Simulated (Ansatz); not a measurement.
Consider an atomisation energy of CH5BSe, SMILES CB[SeH] (the Python package of Ansatz (0.2.0)).

`tae_ch5bse.py`
```python
from collections import Counter

import ansatz as az
from ase import Atoms

BASIS = 'cc-pVDZ'
FUNCTIONAL = 'pbe0'


def energy(molecule, charge=0, unpaired=0):
    calc = molecule.calculation().basis(gaussian=BASIS).functional(FUNCTIONAL)
    if charge:
        calc = calc.charge(charge)
    if unpaired:
        calc = calc.spin('collinear', total=unpaired)
    report = calc.run().report
    if report['published_state_doubts']:
        print('  doubts:', report['published_state_doubts'])
    return report['free_energy_ev']

atoms = Atoms(['C', 'B', 'Se', 'H', 'H', 'H', 'H', 'H'], positions=[
    (-0.6141, 0.7022, -0.3053),
    (0.5959, -0.2168, -0.2971),
    (1.3257, -0.8603, 1.4382),
    (-1.4146, 0.2686, -0.8765),
    (-0.3909, 1.6913, -0.8378),
    (-0.9945, 0.9772, 0.7184),
    (1.1212, -0.5549, -1.3084),
    (0.4635, -2.0645, 1.4127),
])
molecule = az.Crystal.molecule_from_ase(atoms)

unpaired = {'C': 2, 'B': 1, 'Se': 2, 'H': 1}
counts = Counter(site.symbol for site in molecule.cartesian_sites)
atom_energy = {s: energy(az.Crystal.molecule().atom(s, (0, 0, 0)), 0, unpaired[s]) for s in counts}
whole = energy(molecule, 0, 0)
for s, e in atom_energy.items():
    print(f'{s:2s} x{counts[s]}  {e:14.5f} eV')
print(f'CH5BSe: {whole:.5f} eV')
split = sum(counts[s] * e for s, e in atom_energy.items()) - whole
print(f'atomisation energy (no zero-point term): {split:.3f} eV, {split / sum(counts.values()):.3f} eV an atom')
```

What does it cost to take this molecule apart into atoms?

27.609 eV from the electronic energies, without the zero-point term.

The output:

```console
$ python tae_ch5bse.py
C  x1     -1028.56355 eV
B  x1      -669.83334 eV
Se x1    -65339.37073 eV
H  x5       -13.61358 eV
CH5BSe: -67133.44495 eV
atomisation energy (no zero-point term): 27.609 eV, 3.451 eV an atom
```

What to keep in mind:
- Total energies depend on the basis set; only differences at equal settings carry meaning.
- The geometry is a force-field or estimated start, not a minimum of this method, and the basis set is short of its limit. All parts are taken at fixed geometry, without zero-point energy.
- The spin-orbit lowering of heavy atoms is left out.
- Wall time of the script: 2.2 s on 1 thread of Intel(R) Xeon(R) Processor @ 2.30GHz, with other jobs on the host, peak memory 0.26 GiB.
